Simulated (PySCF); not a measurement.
# C₄H₉GaSi: magnetic properties

Computed with PySCF 2.14.0 and routines of our own; the level stands in each step. Atoms count from 0.

### 1 The system as given

15 atoms, charge 0, multiplicity 1; geometry from: GFN2-xTB.

### 2 Optimising the geometry at PBE0-D3(BJ)/def2-SVP

What the job is given:

```
{"job": {"xc": "PBE0", "basis": "def2-SVP", "d3": "d3bj", "grid": 1, "kind": "geom"}, "charge": 0, "multiplicity": 1}
C      4.634186     0.558960    -0.077430
C      3.482567     0.424032     0.266561
Ga     1.590489     0.201080     0.793656
C     -0.073621    -0.011880    -0.372246
C     -1.234699    -0.145907     0.619766
Si    -2.909976    -0.355491    -0.255530
H      5.643328     0.677643    -0.364813
H      1.363418     0.189726     2.366464
H     -0.008480    -0.892950    -1.020324
H     -0.221316     0.848372    -1.034578
H     -1.260732     0.737028     1.270037
H     -1.048889    -1.000370     1.281963
H     -3.142445     0.817136    -1.102424
H     -2.851811    -1.561566    -1.084948
H     -3.966434    -0.477823     0.749487
```

Run with:

```bash
$ OMP_NUM_THREADS=1 python excited_run.py task.json out
```

One launch serves the whole session: the jobs run in the order shown.

Q: Estimate the wall time and peak memory of this first job on 1 thread of Arm Neoverse V2, shared host.

About 53 s, with a peak of 0.67 GiB.
